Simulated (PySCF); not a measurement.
# [As3]+: structure of the triplet

Aim: relax [As3]+ as a triplet from a obtuse triangle start, check by its vibrations whether the end is a minimum, and collect its spectrum and constants.

The runs use PySCF 2.14.0; PBE0, basis As def2-TZVP, no relativity, density fitting.

### 1 Where the work starts

3 atoms, charge 1, spin multiplicity 3.

Bond lengths: As1–As2 2.381 Å, As1–As3 2.381 Å. Angles: As2–As1–As3 104.9°.

```xyz
3
charge 1 multiplicity 3
As    0.0000    0.0000    0.0000
As    1.8876    1.4520    0.0000
As   -1.8876    1.4520    0.0000
```

### 2 The SCF at the typed geometry

One driver script runs all steps and calls PySCF; scf.py shows how it sets up the SCF of each step. The optimiser is the driver's own. After this first run the driver tries any further starts and a stability analysis.

Input file scf.py:

```python
from pyscf import gto, scf, dft
mol = gto.M(atom='''
As     0.000000     0.000000     0.000000
As     1.887600     1.452000     0.000000
As    -1.887600     1.452000     0.000000''',
    basis={'As': 'def2-TZVP'},
    charge=1, spin=2)
mf = dft.UKS(mol, xc='PBE0')
mf.grids.atom_grid = (50, 194)
aux = {'As': 'def2-universal-JKFIT'}
mf = mf.density_fit(auxbasis=aux)
mf.conv_tol = 1e-08
mf.diis_space = 10
mf.max_cycle = 60
mf.init_guess = 'minao'
mf.verbose = 4
mf.kernel()
```

The run is started by

```sh
$ OMP_NUM_THREADS=4 python axn.py task.json out
```

Further steps of the session: Obtuse triangle start, triplet: relaxation; Frequencies.

**Question.** What will these runs give? Wanted: minimum; geometry; wavenumbers; dipole moment; highest occupied, lowest empty level; polar-tensor charge of As1; zero-point energy; ⟨S²⟩.

The runs gave:

```
                                          quantity                                                                   value
                                           minimum                                                            triplet, C2v
                                          geometry  As–As 2.282 Å (×2), As–As 2.755 Å; As–As–As 52.9° (×2), As–As–As 74.3°
                                wavenumbers (cm⁻¹)                                            144 (b2), 158 (a1), 345 (a1)
                    dipole moment (centre of mass)                                                                  0.01 D
highest occupied, lowest empty level (either spin)                                                       -11.83, -10.50 eV
                        polar-tensor charge of As1                                                                 +0.33 e
                                 zero-point energy                                                              3.9 kJ/mol
                               entropy at 298.15 K                                                         325.6 J/(mol K)
                                              ⟨S²⟩                                                                   2.116
```

What this shows: The obtuse triangle start keeps its C2v symmetry and ends in a minimum. The strongest infrared band lies at 158 cm⁻¹ (a1). Only this shape and spin were tried, so other structures or states may lie lower.
